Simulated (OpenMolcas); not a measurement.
**Au⁵⁺ among point charges: CASSCF and CASPT2 levels and susceptibility**

How does a field of 4 point charges split the states of Au⁵⁺, and what χT follows?

The numbers are computed with OpenMolcas 26.06 (state-averaged CASSCF and CASPT2, spin-orbit coupling by RASSI with atomic mean-field integrals), except any that are marked as measured or tabulated.

### 1 The atom as given

| Item | Value |
| --- | --- |
| Species | Au⁵⁺ (gold, Z = 79, 74 electrons) |
| Basis | ANO-RCC-VTZP [8s7p5d3f1g], 84 functions |
| Scalar Hamiltonian | DKH2, point nucleus |
| Inactive shells | 1s 2s 2p 3s 3p 3d 4s 4p 4d 4f 5s 5p |
| Active space | 6 electrons in 5 orbitals (5d) |
| Some configurations of this space | 5d6 |
| Orbitals | optimised for each spin and parity, averaged over all roots |

Outer shells as boxes (Hund's rule):

5d6
```
5d [↑↓][↑ ][↑ ][↑ ][↑ ]
```

The ion sits among 4 point charges of -0.98 e arranged as a tetrahedron (Td), 1.91 Å from the ion.

Each step is its own input file, run in one work folder so that later steps find the files of earlier ones. Labels, J, g values, rates, χT and fits are worked out afterwards by a script from the matrices that RASSI stores.

### 2 GATEWAY and SEWARD: basis and integrals

Contents of a.inp:

```
&GATEWAY
Coord
1

Au 0.0 0.0 0.0
Basis=ANO-RCC-VTZP
Group=NoSym
NoMove
AngMom=0.0 0.0 0.0
AMFI
XField
4 Angstrom 0
1.102739 1.102739 1.102739 -0.980000
1.102739 -1.102739 -1.102739 -0.980000
-1.102739 1.102739 -1.102739 -0.980000
-1.102739 -1.102739 1.102739 -0.980000
&SEWARD
```

Started as:

```bash
$ OMP_NUM_THREADS=1 MOLCAS_MEM=1689 MOLCAS_PROJECT=a pymolcas a.inp > a.log
```

### 3 Reference wave functions, quintets, 5 roots

Contents of a.inp:

```
&RASSCF
FileOrb=start.orb
Symmetry=1
Spin=5
nActEl=6 0 0
Inactive=34
Ras2=5
CIRoot=5 5 1
SDav=5
CIMx=300
Iter=120 100
PrWF=0.3
OrbListing=Nothing
MaxOrb=0
>>> COPY $Project.JobIph JOB001
```

start.orb holds the contracted functions of the basis, ordered by shell, or the orbitals of the step before.

### 4 Reference wave functions, triplets, 45 roots

Contents of a.inp:

```
&RASSCF
FileOrb=start.orb
Symmetry=1
Spin=3
nActEl=6 0 0
Inactive=34
Ras2=5
CIRoot=45 45 1
SDav=45
CIMx=300
Iter=120 100
PrWF=0.3
OrbListing=Nothing
MaxOrb=0
>>> COPY $Project.JobIph JOB002
```

### 5 CASSCF: singlets, 50 roots

Contents of a.inp:

```
&RASSCF
FileOrb=start.orb
Symmetry=1
Spin=1
nActEl=6 0 0
Inactive=34
Ras2=5
CIRoot=50 50 1
SDav=50
CIMx=300
Iter=120 100
PrWF=0.3
OrbListing=Nothing
MaxOrb=0
>>> COPY $Project.JobIph JOB003
```

### 6 State interaction with spin-orbit coupling

Contents of a.inp:

```
&RASSI
NrOfJobIphs=3 5 45 50
1 2 3 4 5
1 2 3 4 5 6 7 8 9 10 11 12 13 14 15 16 17 18 19 20 21 22 23 24 25 26 27
28 29 30 31 32 33 34 35 36 37 38 39 40 41 42 43 44 45
1 2 3 4 5 6 7 8 9 10 11 12 13 14 15 16 17 18 19 20 21 22 23 24 25 26 27
28 29 30 31 32 33 34 35 36 37 38 39 40 41 42 43 44 45 46 47 48 49 50
IphNames
JOB001
JOB002
JOB003
EJob
SpinOrbit
DIPRint=1.0
SOCoupling=1000.0
Subsets=2
Property=9
'ANGMOM' 1 'ANGMOM' 2 'ANGMOM' 3 'MLTPL  1' 1 'MLTPL  1' 2 'MLTPL  1' 3
'AMFI' 1 'AMFI' 2 'AMFI' 3
SOProperty=3
'ANGMOM' 1 'ANGMOM' 2 'ANGMOM' 3
```

### 7 CASPT2: IPEA 0.25, imaginary shift 0.1 (closed shells correlated: 4f 5s 5p)

Contents of a.inp:

```
>>> COPY JOB001 $Project.JobIph
&CASPT2
Multistate=5 1 2 3 4 5
NoMult
Frozen=23
IPEA=0.25
Imaginary=0.1
MaxIter=60
WThr=0.0 0.3 0.05
PrWF=0.5
NoMix
>>> COPY JOB002 $Project.JobIph
&CASPT2
Multistate=45 1 2 3 4 5 6 7 8 9 10 11 12 13 14 15 16 17 18 19 20 21 22
23 24 25 26 27 28 29 30 31 32 33 34 35 36 37 38 39 40 41 42 43 44 45
NoMult
Frozen=23
IPEA=0.25
Imaginary=0.1
MaxIter=60
WThr=0.0 0.3 0.05
PrWF=0.5
NoMix
>>> COPY JOB003 $Project.JobIph
&CASPT2
Multistate=50 1 2 3 4 5 6 7 8 9 10 11 12 13 14 15 16 17 18 19 20 21 22
23 24 25 26 27 28 29 30 31 32 33 34 35 36 37 38 39 40 41 42 43 44 45 46
47 48 49 50
NoMult
Frozen=23
IPEA=0.25
Imaginary=0.1
MaxIter=60
WThr=0.0 0.3 0.05
PrWF=0.5
NoMix
```

(Steps that only read results are left out.)

Q: Predict the outcome of this session. Wanted: spin-free ground state; first state of the same spin within the active space; lowest level; next level.

The runs gave:

```
                                            quantity                                                                           value
                                              method  SS-CASPT2, IPEA 0.25, imaginary shift 0.1 (closed shells correlated: 4f 5s 5p)
                              spin-free ground state                                                  5E, 2-fold in its orbital part
first state of the same spin within the active space                                                                5T2 at 1560 cm⁻¹
                                        lowest level                                                                       1-fold A1
                                          next level                                                                       11.0 cm⁻¹
                                         χT at 300 K                                                                  5.06 cm³ K/mol
                           effective moment at 300 K                                                                         6.36 μB
```

Cost by method:

| method | time of its own steps | time with the reference |
| --- | --- | --- |
| A. CASSCF | 48 s | 48 s |
| B. SS-CASPT2, IPEA 0.25, imaginary shift 0.1, +4f 5s 5p | 1.7 min | 2.5 min |

Times are of one thread on a shared host.

**Reading.** The spin-free ground state (5E) comes to 100 % from free-ion D terms and keeps the highest spin of the shell. χT at 300 K is 5.06, against 3.01 cm³ K/mol for the spin alone, so orbital moment adds to it. An active space of the d shell alone favours high spin; real ions in strong fields can be low spin. CASPT2 does not keep the components of a term degenerate, and the means are used. An orbital doublet at a regular site is open to a Jahn-Teller distortion, which this geometry leaves out. The field of point charges can differ much from that of real complexes. This is an electrostatic model: the charges have no orbitals.
